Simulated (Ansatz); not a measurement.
**revPBE/STO-3G run of SiHBr (SMILES [SiH]Br)**

What is the electronic atomisation energy of SiHBr at revPBE/STO-3G? 

The calculation is run with Ansatz 0.2.0.

57 further runs of the same task are left out: 11 that didn't finish, 46 set aside as unsound or not needed.

### Step 1. The system as given

SiHBr: 3 atoms, total charge 0, spin state singlet. As SMILES, `[SiH]Br`. The shape is that of a PBE0-D4/def2-TZVP optimisation.

Bond lengths: Si1–Br2 2.245 Å, Si1–H3 1.527 Å. Angles: Br2–Si1–H3 94.0°.

### Step 2. A single-point energy at revPBE/STO-3G

Input file molecule.yaml:

```yaml
crystal:
  periodic: [false, false, false]
  atoms:
    - {symbol: Si, position_ang: [-0.624700, 0.521900, -0.296100]}
    - {symbol: Br, position_ang: [1.340900, 0.401500, 0.781400]}
    - {symbol: H, position_ang: [-0.727100, -0.988300, -0.498600]}
basis:
  gaussian:
    orbitals: STO-3G
total_charge: 0
hamiltonian:
  xc: {name: revPBE}
accuracy: high
```

Run with:

```console
$ ansatz run molecule.yaml --threads 1 --pin off --max-ram 2610MiB --events-out events.jsonl --progress --plain --runs-dir runs
```

Log:

```text
Warning: RAYON_NUM_THREADS=1 ignored (pool sized by the plan → 1); use --threads N
Functional definition: revPBE
  name "revPBE"
  parameter kappa = 1.245
  parameter beta = 0.06672455060314922
  exchange = pbe_x(kappa = kappa, mu = beta*pi^2/3)
  correlation = pbe_c(beta = beta)
394 factors; integrals over basis functions are off by at most 5.6e-8 eV
mean field evaluation 1: about -77072.6052 eV, gradient 1.6e1 eV
mean field evaluation 2: about -77063.0107 eV, gradient 5.0e1 eV
mean field evaluation 4: about -77073.8891 eV, gradient 1.6e0 eV
mean field evaluation 8: about -77073.8872 eV, gradient 4.5e-2 eV
mean field evaluation 16: about -77073.8872 eV, gradient 2.1e-8 eV
mean field -77073.88717560 eV, -2832.4131111462 hartree, gradient 2.3e-8 eV, S^2 0.000000; 0 other end points of the search recorded, 0 dependent functions left out
reference -77073.88717751 eV, -2832.4131112165 hartree; 25, 25 occupied and 3, 3 virtual orbitals, 394 factors
Total energy: -77073.88717751 eV, -2832.4131112165 hartree
```

Run time: 1.1 s. Hardware: 1 thread of Arm Neoverse V1, shared host; peak memory 0.092 GiB.

### Step 3. The Br atom, same level

Input file job.yaml:

```yaml
basis:
  gaussian: {orbitals: STO-3G}
crystal:
  periodic: [false, false, false]
  atoms:
    - symbol: Br
      position_ang: [0.000000, 0.000000, 0.000000]
magnetization: {spin_polarized: true, initial_magnetization: 1}
hamiltonian: {xc: {name: revPBE}}
accuracy: high
```

Run the same way, it converges to -2545.71315 Eh (log not shown).

### Step 4. The H atom

Input file molecule.yaml:

```yaml
basis:
  gaussian:
    orbitals: STO-3G
crystal:
  periodic: [false, false, false]
  atoms:
    - {symbol: H, position_ang: [0.000000, 0.000000, 0.000000]}
magnetization:
  spin_polarized: true
  initial_magnetization: 1
hamiltonian:
  xc: {name: revPBE}
accuracy: high
```

Run the same way, it converges to -0.47010 Eh (log not shown).

### Step 5. The Si atom, same level

Input file molecule.yaml:

```yaml
crystal:
  periodic: [false, false, false]
  atoms:
    - symbol: Si
      position_ang: [0.000000, 0.000000, 0.000000]
basis:
  gaussian: {orbitals: STO-3G}
magnetization: {spin_polarized: true, initial_magnetization: 2}
accuracy: high
hamiltonian: {xc: {name: revPBE}}
```

Run the same way, it converges to -285.87250 Eh (log not shown).

### Step 6. Results

At revPBE/STO-3G:

```
                     quantity           value
       molecule: total energy  -2832.41311 Eh
        Br atom: total energy  -2545.71315 Eh
                Br atom: ⟨S²⟩           0.750
         H atom: total energy     -0.47010 Eh
                 H atom: ⟨S²⟩           0.750
        Si atom: total energy   -285.87250 Eh
                Si atom: ⟨S²⟩           2.000
electronic atomisation energy        9.724 eV
```

Taking the molecule apart into free atoms costs 9.72 eV (938 kJ/mol), before zero-point energy and without spin-orbit coupling. In a minimal basis such a difference can be off by several eV, whatever the method.
